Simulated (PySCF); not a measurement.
# [TbBr2]+: other functionals and bases at one geometry

Aim: see how levels, charges and forces of [TbBr2]+ depend on the level of theory. It is a constructed species; whether it can be made isn't addressed.

The runs use PySCF 2.14.0; several levels, as the steps say, no spin–orbit coupling.

1 further run of the same task is left out (for a known fault of the program).

## Step 1: Where the work starts

3 atoms, charge 1, spin multiplicity 1.

Bond lengths: Tb1–Br2 2.532 Å, Tb1–Br3 2.532 Å. Angles: Br2–Tb1–Br3 110.1°.

As a file:

```
Tb    0.0000    0.0000   -0.7762
Br    2.0756    0.0000    0.6741
Br   -2.0756    0.0000    0.6741
```

Formal oxidation states: Tb +3. Each metal's 8 4f electrons lie in its core potential, so multiplicities, spins and levels count the valence alone. An earlier session relaxed this geometry at PBE0, Tb lcecp-1-SVP with ECP54, Br def2-SVP (singlet, point group C2v).

At PBE0 on the finer grid: E = -5183.472092 Eh, HOMO -12.95 eV, LUMO -7.91 eV, Mulliken charge on Tb1 +1.26 e, largest force component 0.038 eV/Å. 

Levels to run: TPSS; BP86; PBE0, TZVP. Hardware: 2 threads of Intel Xeon Platinum 8259CL at 2.50GHz (Skylake/Cascade Lake), shared host.

## Step 2: TPSS

File run.py (the lines that set the calculation):

```python
mol = gto.M(atom='''
Tb     0.00000     0.00000    -0.77621
Br     2.07563     0.00000     0.67405
Br    -2.07563     0.00000     0.67405''',
    basis={'Tb': 'lcecp-1-SVP', 'Br': 'def2-SVP'},
    ecp={'Tb': 'lcecp-1-SVP'},
    charge=1, spin=0)
mf = dft.RKS(mol, xc='TPSS')
mf.grids.atom_grid = (75, 302)  # f atoms: unpruned, at least (60, 302)
mf = mf.density_fit()  # fitting sets: Tb AutoAux, Br def2-universal-JKFIT
mf.conv_tol = 1e-08; mf.max_cycle = 55
mf.kernel(dm0)  # dm0: the density of the relaxed state
```

Started as:

```
$ OMP_NUM_THREADS=2 python run.py
```

## Step 3: BP86

run.py (the lines that set the calculation): that of step 2 with these lines changed.

```diff
@@ -7,3 +7,3 @@
     charge=1, spin=0)
-mf = dft.RKS(mol, xc='TPSS')
+mf = dft.RKS(mol, xc='B88,P86')
 mf.grids.atom_grid = (75, 302)  # f atoms: unpruned, at least (60, 302)
```

## Step 4: PBE0, TZVP

Basis: Tb lcecp-1-TZVP with ECP54, Br def2-TZVP. 

File run.py (the lines that set the calculation):

```python
mol = gto.M(atom='''
Tb     0.00000     0.00000    -0.77621
Br     2.07563     0.00000     0.67405
Br    -2.07563     0.00000     0.67405''',
    basis={'Tb': 'lcecp-1-TZVP', 'Br': 'def2-TZVP'},
    ecp={'Tb': 'lcecp-1-TZVP'},
    charge=1, spin=0)
mf = dft.RKS(mol, xc='PBE0')
mf.grids.atom_grid = (75, 302)  # f atoms: unpruned, at least (60, 302)
mf = mf.density_fit()  # fitting sets: Tb AutoAux, Br def2-universal-JKFIT
mf.conv_tol = 1e-08; mf.max_cycle = 55
mf.kernel(dm0)  # dm0: free metal ions and neutral atoms
```

**Question.** What will these runs give? Wanted: for each run, HOMO; gap; charge on Tb1; dipole; largest force.

**Answer**, as computed:

| level | state | HOMO (eV) | gap (eV) | charge on Tb1 (e) | dipole (D) | largest force (eV/Å) | basis functions | time |
| --- | --- | --- | --- | --- | --- | --- | --- | --- |
| PBE0 (relaxed here) | singlet | -12.95 | 5.04 | 1.26 | 7.29 | 0.04 | 97 | 12 s |
| TPSS | singlet | -11.86 | 3.44 | 1.23 | 7.01 | 0.29 | 97 | 9.3 s |
| BP86 | singlet | -11.87 | 3.34 | 1.13 | 6.71 | 0.24 | 97 | 7.9 s |
| PBE0, TZVP | singlet | -12.89 | 5.08 | 1.53 | 7.16 | 0.11 | 143 | 13 s |

Times are on 2 threads of Intel Xeon Platinum 8259CL at 2.50GHz (Skylake/Cascade Lake), shared host; the first row also made further properties. The dipole of a charged species depends on the origin, so these sizes hold for this origin alone.

In one basis the HOMO–LUMO gap runs from 3.34 eV (BP86) to 5.04 eV (PBE0). The largest leftover force, 0.29 eV/Å with TPSS, stands at a geometry relaxed at another level. The Mulliken charge on Tb spans +1.13 to +1.53 e over the levels. With 4f in the core, its levels are missing from HOMO and gap. Total energies of different levels can't be compared. Spin–orbit coupling is left out throughout.
